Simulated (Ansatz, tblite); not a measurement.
**The cluster Li₉Si−: one state, many levels**

Aim: run the singlet of the cluster Li₉Si− at one geometry on many levels, and compare frontier levels, spin and run time.

Computed with Ansatz 0.2.0, Gaussian basis. Level: as each input shows.

The runs, in order: GFN1-xTB, GFN2-xTB, PBE-D4/def2-TZVPD, r2SCAN-D4/def2-TZVPD, B2PLYP/def2-TZVPD, r2SCAN0-D4/def2-TZVPD, LC-ωPBE/def2-TZVPD, PBE-QIDH/def2-TZVPD, ωB97X-V/def2-TZVPD, revPBE-D4/def2-TZVPD, BLYP-D4/def2-TZVPD, PBE-D4/def2-SVPD, PBE0-D4/def2-SVPD, HF/6-31G, B3LYP-D4/6-31G, CCSD(T)/def2-TZVPD, RPA/def2-TZVPD.

## (1) The geometry

The singlet was relaxed beforehand with r2SCAN-D4/def2-SVPD. At that level it is the lowest of the isomers that a small search found.

10 atoms, charge -1, spin multiplicity 1.

Bond lengths: Li1–Si10 2.630 Å, Li2–Si10 2.603 Å, Li3–Si10 2.470 Å, Li4–Si10 2.484 Å, Li6–Si10 2.573 Å, Li7–Si10 2.627 Å, Li8–Si10 2.474 Å. Angles: Li1–Si10–Li2 68.7°, Li1–Si10–Li3 96.0°, Li1–Si10–Li4 134.5°, Li1–Si10–Li6 69.2°, Li1–Si10–Li7 63.7°, Li1–Si10–Li8 146.3°, Li2–Si10–Li3 78.2°, Li2–Si10–Li4 147.9°, Li2–Si10–Li6 130.4°, Li2–Si10–Li7 69.0°, Li2–Si10–Li8 77.6°, Li3–Si10–Li4 77.4°, Li3–Si10–Li6 131.3°, Li3–Si10–Li7 145.9°, Li3–Si10–Li8 77.8°, Li4–Si10–Li6 81.7°, Li4–Si10–Li7 136.5°, Li4–Si10–Li8 77.1° and more.

Geometry (Å):

```xyz
10

Li   -0.8626   -2.2320    1.5709
Li   -2.8700   -3.5127   -0.1756
Li   -0.3541   -3.0438   -2.0970
Li   -0.4693    0.0193   -2.5548
Li   -3.3254   -3.3086    3.1615
Li   -0.7433    0.5862    0.6919
Li   -3.2653   -0.9022    1.1706
Li   -3.0551   -1.6595   -2.7564
Li   -1.7155   -0.2120    3.7675
Si   -1.5801   -1.3392   -0.7963
```

The ion is computed in the gas phase, without counter-ions or solvent.

PBE0-D4/def2-TZVPD was run before; its log isn't repeated, and its numbers join the tables.

## (2) GFN1-xTB

Tight binding, by tblite at 300 K electronic temperature and without a spin-polarisation term:

```python
tblite.interface.Calculator('GFN1-xTB', numbers, positions, charge=-1, uhf=0).singlepoint()
```

Energy -152.5891 eV, HOMO -6.27 eV, LUMO -5.92 eV; 0.011 s.

## (3) GFN2-xTB

Tight binding, by tblite at 300 K electronic temperature and without a spin-polarisation term:

```python
tblite.interface.Calculator('GFN2-xTB', numbers, positions, charge=-1, uhf=0).singlepoint()
```

Energy -111.6860 eV, HOMO -2.29 eV, LUMO -1.04 eV; 0.063 s.

## (4) PBE-D4/def2-TZVPD

start.molden holds the orbitals of an earlier run on this state, given as this run's starting guess.

in.yaml reads:

```yaml
crystal:
  periodic: [false, false, false]
  atoms:
    - {symbol: Li, position_ang: [-0.862638, -2.231989, 1.570944]}
    - {symbol: Li, position_ang: [-2.870008, -3.512688, -0.175576]}
    - {symbol: Li, position_ang: [-0.354068, -3.043813, -2.096966]}
    - {symbol: Li, position_ang: [-0.469308, 0.019263, -2.554823]}
    - {symbol: Li, position_ang: [-3.325401, -3.308556, 3.161455]}
    - {symbol: Li, position_ang: [-0.743271, 0.586161, 0.691892]}
    - {symbol: Li, position_ang: [-3.265348, -0.902217, 1.170599]}
    - {symbol: Li, position_ang: [-3.055126, -1.659518, -2.756399]}
    - {symbol: Li, position_ang: [-1.715480, -0.211979, 3.767539]}
    - {symbol: Si, position_ang: [-1.580051, -1.339164, -0.796263]}
basis:
  gaussian: {orbitals: def2-TZVPD, initial_orbitals: start.molden}
total_charge: -1
hamiltonian: {xc: pbe, dispersion: d4}
scf: {omitted_lower_state_checks: [starts]}
output: {orbitals: {seedname: orbitals}}
```

Run with:

```console
$ ansatz run in.yaml --threads 4 --pin off --events-out ev --progress --plain --max-ram 3916MiB
```

Further steps of the session: r2SCAN-D4/def2-TZVPD; B2PLYP/def2-TZVPD; r2SCAN0-D4/def2-TZVPD; LC-ωPBE/def2-TZVPD; PBE-QIDH/def2-TZVPD; ωB97X-V/def2-TZVPD; revPBE-D4/def2-TZVPD; BLYP-D4/def2-TZVPD; PBE-D4/def2-SVPD; PBE0-D4/def2-SVPD; HF/6-31G; B3LYP-D4/6-31G; CCSD(T)/def2-TZVPD; RPA/def2-TZVPD.

Q: Predict the results of all the runs planned. Wanted: gap in def2-TZVPD, named functionals, smallest and largest; correlation energy, CCSD(T)/def2-TZVPD; PBE0 total energy, smallest basis above largest.

As calculated:

```
                                                  quantity                                value
gap in def2-TZVPD, named functionals, smallest and largest  0.48 eV (PBE-D4), 3.14 eV (LC-ωPBE)
                    correlation energy, CCSD(T)/def2-TZVPD                            -17.65 eV
           PBE0 total energy, smallest basis above largest      4.03 eV (def2-SVPD, def2-TZVPD)
```

What this shows: Orbital gaps of the named functionals in def2-TZVPD span 0.48 eV (PBE-D4) to 3.14 eV (LC-ωPBE); exact exchange widens it. PBE-D4, revPBE-D4, BLYP-D4, r2SCAN-D4 put the HOMO above zero; others here keep it below zero, so the sign hangs on the functional's self-interaction and doesn't show that the species is unbound. Notes on CCSD(T)/def2-TZVPD: large T1 diagnostic.
